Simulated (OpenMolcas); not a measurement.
# Fe³⁺ with 6 ligands (chloride): CASSCF levels and susceptibility

Which state of Fe³⁺ lies lowest among these ligands, how large is the field, and what χT follows?

Program: OpenMolcas 26.06. Level of theory: state-averaged CASSCF, spin-orbit coupling by RASSI with atomic mean-field integrals. These are calculated values, not measurements, unless marked.

1 further run of the same task is left out (set aside as unsound or not needed).

## Step 1: The atom as given

| Property | Result |
| --- | --- |
| Species | Fe³⁺ (iron, Z = 26, 23 electrons) |
| Basis | ANO-RCC-VTZP [6s5p3d2f1g], 189 functions with the ligands |
| Scalar Hamiltonian | DKH2, point nucleus |
| Inactive shells | 1s 2s 2p 3s 3p of the metal, and all ligand shells |
| Active space | 5 electrons in 5 orbitals (3d) |
| Some configurations of this space | 3d5 |
| Orbitals | optimised for each spin and parity, averaged over all roots |

Outer shells as boxes (Hund's rule):

3d5
```
3d [↑ ][↑ ][↑ ][↑ ][↑ ]
```

Fe³⁺ is taken with 6 ligands (chloride, ammonia on the axis) in tetragonal octahedron coordination (C2h) at 2.41 Å, the axial distance 2.273 Å. A charge of +0.167 e stands 2.8 Å behind each ligand. Ligand basis ANO-RCC-VDZP. The distances are assumed, not relaxed.

```xyz
13

Fe    0.0000    0.0000    0.0000
Cl    2.4100    0.0000    0.0000
Cl    0.0000    2.4100    0.0000
Cl   -2.4100    0.0000    0.0000
Cl    0.0000   -2.4100    0.0000
N     0.0000    0.0000    2.2726
H     0.9457    0.0000    2.6547
H    -0.4729    0.8190    2.6547
H    -0.4729   -0.8190    2.6547
N     0.0000    0.0000   -2.2726
H    -0.9457    0.0000   -2.6547
H     0.4729   -0.8190   -2.6547
H     0.4729    0.8190   -2.6547
```

The work runs as a chain of OpenMolcas steps in one folder; each step below is one input file. Labels, J, g values, rates, χT and fits are worked out afterwards by a script from the matrices that RASSI stores. The input lists half of the charges; inversion (Group=XYZ) makes the rest.

## Step 2: One- and two-electron integrals

Contents of a.inp:

```
&GATEWAY
Coord
13

Fe 0.0 0.0 0.0
Cl 2.410000 0.000000 0.000000
Cl 0.000000 2.410000 0.000000
Cl -2.410000 0.000000 0.000000
Cl 0.000000 -2.410000 0.000000
N 0.000000 0.000000 2.272630
H 0.945728 0.000000 2.654729
H -0.472864 0.819024 2.654729
H -0.472864 -0.819024 2.654729
N 0.000000 0.000000 -2.272630
H -0.945728 0.000000 -2.654729
H 0.472864 -0.819024 -2.654729
H 0.472864 0.819024 -2.654729
Basis=Fe.ANO-RCC-VTZP,Cl.ANO-RCC-VDZP,H.ANO-RCC-VDZP,N.ANO-RCC-VDZP
Group=XYZ
NoMove
AngMom=0.0 0.0 0.0
AMFI
RICD
XField
3 Angstrom 0
5.210000 0.000000 0.000000 0.166667
0.000000 5.210000 0.000000 0.166667
0.000000 0.000000 6.072630 0.166667
&SEWARD
```

Launch:

```sh
OMP_NUM_THREADS=1 MOLCAS_MEM=2457 MOLCAS_PROJECT=a pymolcas a.inp > a.log
```

## Step 3: Reference wave functions, sextets of even parity, 1 root

Contents of a.inp:

```
&RASSCF
FileOrb=start.orb
Symmetry=1
Spin=6
nActEl=5 0 0
Inactive=26 29
Ras2=5 0
CIRoot=1 1 1
SDav=1
CIMx=300
Iter=150 100
PrWF=0.3
OrbListing=Nothing
MaxOrb=0
LevShft=1.0
>>> COPY $Project.JobIph JOB001
```

start.orb holds start orbitals that the driver prepared beforehand, or those of the step before.

## Step 4: Reference wave functions, quartets of even parity, 24 roots

Contents of a.inp:

```
&RASSCF
FileOrb=start.orb
Symmetry=1
Spin=4
nActEl=5 0 0
Inactive=26 29
Ras2=5 0
CIRoot=24 24 1
SDav=24
CIMx=300
Iter=150 100
PrWF=0.3
OrbListing=Nothing
MaxOrb=0
LevShft=1.0
>>> COPY $Project.JobIph JOB002
```

## Step 5: Reference wave functions, doublets of even parity, 75 roots

Contents of a.inp:

```
&RASSCF
FileOrb=start.orb
Symmetry=1
Spin=2
nActEl=5 0 0
Inactive=26 29
Ras2=5 0
CIRoot=75 75 1
SDav=75
CIMx=300
Iter=150 100
PrWF=0.3
OrbListing=Nothing
MaxOrb=0
LevShft=1.0
>>> COPY $Project.JobIph JOB003
```

## Step 6: RASSI: spin-orbit coupling between the states

Contents of a.inp:

```
&RASSI
NrOfJobIphs=3 1 24 75
1
1 2 3 4 5 6 7 8 9 10 11 12 13 14 15 16 17 18 19 20 21 22 23 24
1 2 3 4 5 6 7 8 9 10 11 12 13 14 15 16 17 18 19 20 21 22 23 24 25 26 27
28 29 30 31 32 33 34 35 36 37 38 39 40 41 42 43 44 45 46 47 48 49 50 51
52 53 54 55 56 57 58 59 60 61 62 63 64 65 66 67 68 69 70 71 72 73 74 75
IphNames
JOB001
JOB002
JOB003
EJob
SpinOrbit
DIPRint=1.0
SOCoupling=1000.0
Subsets=2
Property=9
'ANGMOM' 1 'ANGMOM' 2 'ANGMOM' 3 'MLTPL  1' 1 'MLTPL  1' 2 'MLTPL  1' 3
'AMFI' 1 'AMFI' 2 'AMFI' 3
SOProperty=3
'ANGMOM' 1 'ANGMOM' 2 'ANGMOM' 3
```

Before running it: what results should come out? Wanted: spin-free ground state; lowest level; next level.

The runs gave:

| quantity | value |
| --- | --- |
| method | CASSCF |
| spin-free ground state | sextet, 1-fold in its orbital part |
| lowest level | 2-fold, g = 0.01, 0.01, 10.01 |
| next level | 0.3 cm⁻¹ |
| χT at 300 K | 4.39 cm³ K/mol |
| effective moment at 300 K | 5.92 μB |

What this shows: The spin-free ground state (sextet) is 1-fold and keeps the highest spin of the shell. χT at 300 K is 4.39, against 4.39 cm³ K/mol for the spin alone; near agreement at one temperature doesn't show that the orbital moment is quenched. An active space of the d shell alone favours high spin; real ions in strong fields can be low spin. With metal d orbitals alone active, the gaps between spin states are rough; where two lie within a few thousand cm-1, their order is open.
